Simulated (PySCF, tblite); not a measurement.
**C₃H₈Cl₃GeN: geometry, infrared bands and NMR shifts**

Aim: predict the infrared bands and NMR shifts of C₃H₈Cl₃GeN (`C[N](C)[GeH2][C](Cl)(Cl)Cl`).

Computed with tblite 0.8.0 and PySCF 2.14.0, with density-fitted response routines of our own, on a single molecule in the gas phase. Atoms count from 0, in the outputs and in this text.

### Step 1. Starting geometry

16 atoms, charge 0, multiplicity 1; geometry from: force field or distance geometry start.

Bonds of the start (Å): C0–N1 1.46, N1–C2 1.46, N1–Ge3 1.88, Ge3–C4 1.95, C4–Cl5 1.78, C4–Cl6 1.77, C4–Cl7 1.78, C0–H8 1.11, C0–H9 1.12, C0–H10 1.12, C2–H11 1.12, C2–H12 1.11, C2–H13 1.12, Ge3–H14 1.55, Ge3–H15 1.54.

### Step 2. Geometry optimisation with GFN2-xTB

The job: settings as JSON, then the geometry in Å.

```
{"job": {"kind": "relax", "xc": "GFN2-xTB", "basis": "xTB"}, "charge": 0, "multiplicity": 1}
C     -1.052100    -1.642400    -0.480400
N     -0.426300    -0.609200     0.340900
C     -1.431200     0.168200     1.058200
Ge     0.571300     0.538900    -0.768500
C      2.230600     1.026800     0.132000
Cl     3.219600     1.996100    -0.990100
Cl     1.875000     1.987500     1.576600
Cl     3.126500    -0.436600     0.587800
H     -0.279800    -2.250900    -0.990700
H     -1.734400    -1.185800    -1.239300
H     -1.657100    -2.332600     0.155200
H     -2.030900    -0.488700     1.733600
H     -0.959700     0.946400     1.696600
H     -2.130800     0.668700     0.338900
H     -0.248500     1.815200    -1.089500
H      0.920400    -0.192600    -2.072600
```

Command:

```console
$ OMP_NUM_THREADS=1 python probes_run.py task.json out
```

One launch serves the whole session: the jobs run in the order shown.

**Question.** This job is followed by: GFN2-xTB harmonic vibrations, gas phase; GIAO PBE0/pcSseg-1 NMR shielding, non-relativistic, gas phase. What will the session give for the following? strongest single infrared mode (GFN2-xTB); zero-point energy (GFN2-xTB); 13C shifts against TMS (PBE0/pcSseg-1, means over atoms taken as alike); 1H shifts against TMS (PBE0/pcSseg-1, means over atoms taken as alike); 15N shifts against NH3 (PBE0/pcSseg-1); 73Ge shifts against GeMe4 (PBE0/pcSseg-1); 35Cl shifts against HCl (PBE0/pcSseg-1, means over atoms taken as alike); surface potential, 1st and 99th percentile.

**Answer**, as computed:

| quantity | value |
| --- | --- |
| strongest single infrared mode (GFN2-xTB) | 2048 cm⁻¹, 325 km/mol |
| zero-point energy (GFN2-xTB) | 64.3 kcal/mol |
| 13C shifts against TMS (PBE0/pcSseg-1, means over atoms taken as alike) | 111.5, 45.0 ppm |
| 1H shifts against TMS (PBE0/pcSseg-1, means over atoms taken as alike) | 4.74, 2.98 ppm |
| 15N shifts against NH3 (PBE0/pcSseg-1) | 46.6 ppm |
| 73Ge shifts against GeMe4 (PBE0/pcSseg-1) | -23 ppm |
| 35Cl shifts against HCl (PBE0/pcSseg-1, means over atoms taken as alike) | 411 ppm |
| surface potential, 1st and 99th percentile | -0.55 V and 0.89 V |

What this shows: Relaxing lowered the energy by 0.395 eV in 174 steps; the close pair that moved most is Ge3–C4, from 1.950 to 2.040 Å. No mode is imaginary among the 42: a minimum at this level. The strongest single mode, at 2048 cm⁻¹, moves mainly H14 and H15. Unscaled tight-binding wavenumbers are off by several per cent, some by more. Its intensities can rank the bands wrongly. C4 stands next to heavy halogen, whose spin-orbit shielding this run leaves out, so the computed shift lies too far downfield, most of all for carbon beside Br or I. At PBE0/pcSseg-1: The widest tensor belongs to Cl5, Cl6, Cl7: span 731 ppm, with a paramagnetic part of -607 ppm. At PBE0/pcSseg-1, counted by nearest atom on the grid, the HOMO lies on N1 57 %; C4 7 %, the LUMO on C4 26 %; Cl5, Cl6, Cl7 about 21 % each. Spin-orbit coupling is left out, which matters for shieldings and couplings at and beside the heavy atoms.
